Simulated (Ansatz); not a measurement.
# FH3S2Si: the cost of one run

The runs use Ansatz 0.2.0, Gaussian basis; the settings change from run to run.

**1. The molecule**

The geometry comes from an earlier relaxation with PBE0-D4 in a triple-zeta def2 set; it is a stationary point, not always the lowest conformer.

SMILES `F[SiH2]SS`, 7 atoms, charge 0, spin multiplicity 1.

Atoms are counted from 1 here; the program's logs count them from 0.

Bond lengths: F1–Si2 1.599 Å, Si2–S3 2.134 Å, Si2–H5 1.477 Å, Si2–H6 1.480 Å, S3–S4 2.068 Å, S4–H7 1.347 Å. Angles: F1–Si2–S3 108.3°, F1–Si2–H5 108.4°, F1–Si2–H6 108.1°, S3–Si2–H5 110.0°, S3–Si2–H6 109.6°, H5–Si2–H6 112.4°, Si2–S3–S4 87.9°, S3–S4–H7 98.2°.

**2. B97/ANO-RCC-VTZP**

This run has multiplicity 3, coordinates scaled by 0.96, a point charge of 0.50 e beside it, relativity set to none.

Input file in.yaml:

```yaml
crystal:
  periodic: [false, false, false]
  atoms:
    - {symbol: F, position_ang: [-1.998903, 1.164444, -0.051896]}
    - {symbol: Si, position_ang: [-0.557953, 0.657255, 0.094664]}
    - {symbol: S, position_ang: [-0.306857, -0.938271, -1.165394]}
    - {symbol: S, position_ang: [1.574764, -1.042224, -0.542026]}
    - {symbol: H, position_ang: [0.324206, 1.706254, -0.269526]}
    - {symbol: H, position_ang: [-0.371768, 0.236604, 1.438437]}
    - {symbol: H, position_ang: [1.395359, -1.849342, 0.451869]}
basis:
  gaussian: {orbitals: ANO-RCC-VTZP, point_charges: [{charge: 0.50, position_ang: [6.510, -0.473, -0.559]}]}
magnetization: {spin_polarized: true, initial_magnetization: 2}
hamiltonian: {xc: {name: B97}, pseudopotentials: {relativity: none}}
output: {forces: true}
```

On the command line:

```bash
$ ansatz run in.yaml --threads 2 --pin off --events-out ev --progress --plain --max-ram 4352MiB
```

Q: Estimate wall time and peak memory on 2 threads of Intel Xeon Platinum 8488C, shared host.

About 98 s, with a peak of 1.1 GiB.
